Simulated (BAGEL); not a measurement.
**Si2H5OF (SMILES O[SiH2][SiH2]F) at HF/6-31G(d) (density fitting with qzvpp-jkfit, spherical functions)**

Aim: the vertical singlet–triplet gap of Si2H5OF at HF/6-31G* (density fitting with qzvpp-jkfit, spherical functions), from 2 runs. 

The results are computed with BAGEL 1.2.2.

3 further runs of the same task are left out: 1 that didn't finish, 2 set aside as unsound or not needed.

## (1) The structure to begin with

Si2H5OF has 9 atoms, charge 0, and is taken as a singlet. SMILES: `O[SiH2][SiH2]F`. The coordinates come from a PBE0-D4/def2-TZVP relaxation. This is one conformer, not always the lowest.

Bond lengths: O1–Si2 1.651 Å, Si2–Si3 2.352 Å, Si3–F4 1.607 Å, O1–H5 0.958 Å, Si2–H6 1.494 Å, Si2–H7 1.483 Å, Si3–H8 1.488 Å, Si3–H9 1.490 Å. Some angles: O1–Si2–Si3 113.4°, Si2–Si3–F4 111.2°, O1–Si2–H6 111.7°, O1–Si2–H7 105.7°, Si3–Si2–H6 106.2°, Si3–Si2–H7 111.0°, Si2–O1–H5 118.1°, Si2–Si3–H8 110.7°, Si2–Si3–H9 111.2°, F4–Si3–H8 107.9°.

## (2) A single-point energy at HF/6-31G(d) (density fitting with qzvpp-jkfit, spherical functions)

Contents of input.json:

```json
{ "bagel" : [

{
  "title" : "molecule",
  "basis" : "6-31gs.json",
  "df_basis" : "qzvpp-jkfit",
  "angstrom" : "true",
  "geometry" : [
    { "atom" : "O", "xyz" : [   -0.736600,    1.478100,   -1.289100 ] },
    { "atom" : "Si", "xyz" : [    0.519200,    0.652700,   -0.604800 ] },
    { "atom" : "Si", "xyz" : [   -0.171900,   -1.086100,    0.820800 ] },
    { "atom" : "F", "xyz" : [   -0.961500,   -2.225600,    0.008000 ] },
    { "atom" : "H", "xyz" : [   -1.388700,    1.870700,   -0.707600 ] },
    { "atom" : "H", "xyz" : [    1.385300,    1.547800,    0.220500 ] },
    { "atom" : "H", "xyz" : [    1.318300,    0.125300,   -1.737200 ] },
    { "atom" : "H", "xyz" : [    1.000300,   -1.724100,    1.479000 ] },
    { "atom" : "H", "xyz" : [   -1.090400,   -0.581300,    1.879500 ] }
  ]
},
{
  "title" : "hf",
  "charge" : 0
},
{
  "title" : "print",
  "file" : "orbitals.molden",
  "orbitals" : "true"
}

]}
```

The basis set 6-31G* is read from a file made from the Basis Set Exchange's data (not shown).

Command:

```console
$ BAGEL_NUM_THREADS=1 BAGEL input.json > input.out
```

The log of the run:

```text
* using 1 threads per process

  ===============================================================
  ===============================================================

  *** Geometry ***

  { "atom" : "O", "xyz" : [     -1.391972,      2.793204,     -2.436046 ] },
  { "atom" : "Si", "xyz" : [      0.981146,      1.233424,     -1.142906 ] },
  { "atom" : "Si", "xyz" : [     -0.324844,     -2.052432,      1.551087 ] },
  { "atom" : "F", "xyz" : [     -1.816972,     -4.205774,      0.015118 ] },
  { "atom" : "H", "xyz" : [     -2.624263,      3.535111,     -1.337170 ] },
  { "atom" : "H", "xyz" : [      2.617838,      2.924918,      0.416685 ] },
  { "atom" : "H", "xyz" : [      2.491226,      0.236783,     -3.282832 ] },
  { "atom" : "H", "xyz" : [      1.890293,     -3.258077,      2.794905 ] },
  { "atom" : "H", "xyz" : [     -2.060557,     -1.098498,      3.551740 ] },

  Number of auxiliary basis functions:      500

  Since a DF basis is specified, we compute 2- and 3-index integrals:
    o Being stored without compression. Storage requirement is 0.022 GB

  Number of basis functions:       74
  Number of electrons      :       50

    * METHOD: MOLECULE                             0.26

  *** RHF ***

  === Nuclear Repulsion ===
   222.2607047634

      * DIIS with orbital gradients will be used.

  === RHF iteration (6-31gs.json) ===
      0       -754.84953460          0.02480855           0.07
      1       -755.01251398          0.01647981           0.06
      2       -755.12085860          0.00148781           0.06
      3       -755.12234491          0.00022213           0.06
      4       -755.12237646          0.00008859           0.06
      5       -755.12238067          0.00002169           0.06
      6       -755.12238108          0.00000572           0.06
      7       -755.12238111          0.00000152           0.06
      8       -755.12238112          0.00000045           0.06
      9       -755.12238112          0.00000014           0.09
     10       -755.12238112          0.00000006           0.06
     11       -755.12238112          0.00000001           0.06
     12       -755.12238112          0.00000000           0.06
    * SCF iteration converged.

    * Permanent dipole moment:
           (   -0.095407,    -0.570142,    -0.735584) a.u.

    * METHOD: HF                                   0.96

    * METHOD: PRINT                                0.02

  ===============================================================
```

It took 1.5 s on 1 thread of AMD EPYC 7B13 (Zen 3), shared host; peak memory 0.11 GiB.

## (3) The triplet at the same level

Contents of calc.json:

```json
{ "bagel" : [

{
  "title" : "molecule",
  "basis" : "6-31gs.json",
  "df_basis" : "qzvpp-jkfit",
  "angstrom" : true,
  "geometry" : [
    { "atom" : "O", "xyz" : [   -0.736600,    1.478100,   -1.289100 ] },
    { "atom" : "Si", "xyz" : [    0.519200,    0.652700,   -0.604800 ] },
    { "atom" : "Si", "xyz" : [   -0.171900,   -1.086100,    0.820800 ] },
    { "atom" : "F", "xyz" : [   -0.961500,   -2.225600,    0.008000 ] },
    { "atom" : "H", "xyz" : [   -1.388700,    1.870700,   -0.707600 ] },
    { "atom" : "H", "xyz" : [    1.385300,    1.547800,    0.220500 ] },
    { "atom" : "H", "xyz" : [    1.318300,    0.125300,   -1.737200 ] },
    { "atom" : "H", "xyz" : [    1.000300,   -1.724100,    1.479000 ] },
    { "atom" : "H", "xyz" : [   -1.090400,   -0.581300,    1.879500 ] }
  ]
},
{
  "title" : "uhf",
  "nopen" : 2
},
{
  "title" : "print",
  "file" : "orbitals.molden",
  "orbitals" : true
}

]}
```

The basis set 6-31G* is read from a file made from the Basis Set Exchange's data (not shown).

Command:

```console
$ BAGEL_NUM_THREADS=1 BAGEL calc.json > calc.out
```

The log of the run:

```text
* using 1 threads per process

  ===============================================================
  ===============================================================

  *** Geometry ***

  { "atom" : "O", "xyz" : [     -1.391972,      2.793204,     -2.436046 ] },
  { "atom" : "Si", "xyz" : [      0.981146,      1.233424,     -1.142906 ] },
  { "atom" : "Si", "xyz" : [     -0.324844,     -2.052432,      1.551087 ] },
  { "atom" : "F", "xyz" : [     -1.816972,     -4.205774,      0.015118 ] },
  { "atom" : "H", "xyz" : [     -2.624263,      3.535111,     -1.337170 ] },
  { "atom" : "H", "xyz" : [      2.617838,      2.924918,      0.416685 ] },
  { "atom" : "H", "xyz" : [      2.491226,      0.236783,     -3.282832 ] },
  { "atom" : "H", "xyz" : [      1.890293,     -3.258077,      2.794905 ] },
  { "atom" : "H", "xyz" : [     -2.060557,     -1.098498,      3.551740 ] },

  Number of auxiliary basis functions:      500

  Since a DF basis is specified, we compute 2- and 3-index integrals:
    o Being stored without compression. Storage requirement is 0.022 GB

  Number of basis functions:       74
  Number of electrons      :       50

    * METHOD: MOLECULE                             0.29

  *** Open-shell HF ***

  === Nuclear Repulsion ===
   222.2607047634

      * DIIS with orbital gradients will be used.

  === UHF iteration (6-31gs.json) ===
      0       -754.54264078          0.05087125           0.12
      1       -754.67240886          0.04424580           0.12
      2       -754.76925603          0.03300762           0.12
      3       -754.88908850          0.00208401           0.12
      4       -754.89193937          0.00134005           0.15
      5       -754.89300877          0.00067734           0.12
      6       -754.89357767          0.00033082           0.12
      7       -754.89374559          0.00018359           0.11
      8       -754.89382631          0.00011116           0.11
      9       -754.89386639          0.00008233           0.13
     10       -754.89389032          0.00006848           0.13
     11       -754.89391127          0.00006204           0.11
     12       -754.89394000          0.00005719           0.12
     13       -754.89398831          0.00005082           0.15
     14       -754.89404010          0.00004339           0.12
     15       -754.89408671          0.00003656           0.11
     16       -754.89411841          0.00002573           0.11
     17       -754.89413701          0.00002280           0.11
     18       -754.89414248          0.00001286           0.11
     19       -754.89414583          0.00001017           0.11
     20       -754.89414718          0.00000775           0.11
     21       -754.89414813          0.00000445           0.11
     22       -754.89414877          0.00000283           0.13
     23       -754.89414887          0.00000222           0.11
     24       -754.89414905          0.00000140           0.11
     25       -754.89414909          0.00000093           0.11
     26       -754.89414911          0.00000065           0.11
     27       -754.89414911          0.00000032           0.11
     28       -754.89414912          0.00000022           0.11
     29       -754.89414912          0.00000017           0.11
     30       -754.89414912          0.00000014           0.11
     31       -754.89414912          0.00000012           0.11
     32       -754.89414912          0.00000010           0.11
     33       -754.89414912          0.00000010           0.12
     34       -754.89414912          0.00000008           0.11
     35       -754.89414912          0.00000007           0.13
     36       -754.89414912          0.00000006           0.11
     37       -754.89414912          0.00000004           0.15
     38       -754.89414912          0.00000003           0.11
     39       -754.89414912          0.00000002           0.17
     40       -754.89414912          0.00000001           0.11
     41       -754.89414912          0.00000001           0.11
    * SCF iteration converged.

    * S^2 (UHF) is 2.0083

    * Permanent dipole moment:
           (   -0.213686,    -0.660884,    -0.788955) a.u.

    * METHOD: UHF                                  5.16

    * METHOD: PRINT                                0.02

  ===============================================================
```

Wall time 5.7 s (1 thread of AMD EPYC 7B13 (Zen 3), shared host); peak memory 0.11 GiB.

## (4) Summary of results

At HF/6-31G* (density fitting with qzvpp-jkfit, spherical functions):

| quantity | value |
| --- | --- |
| singlet: total energy | -755.12238 Eh |
| singlet: dipole moment | 2.38 D |
| singlet: HOMO energy | -10.85 eV |
| singlet: LUMO energy | 2.90 eV |
| singlet: HOMO–LUMO gap | 13.75 eV |
| triplet: total energy | -754.89415 Eh |
| triplet: dipole moment | 2.67 D |
| triplet: ⟨S²⟩ | 2.008 |
| vertical energy of the triplet above the singlet | 6.211 eV |

**Reading.** At this shape the triplet lies 6.21 eV (143 kcal/mol) above the singlet.
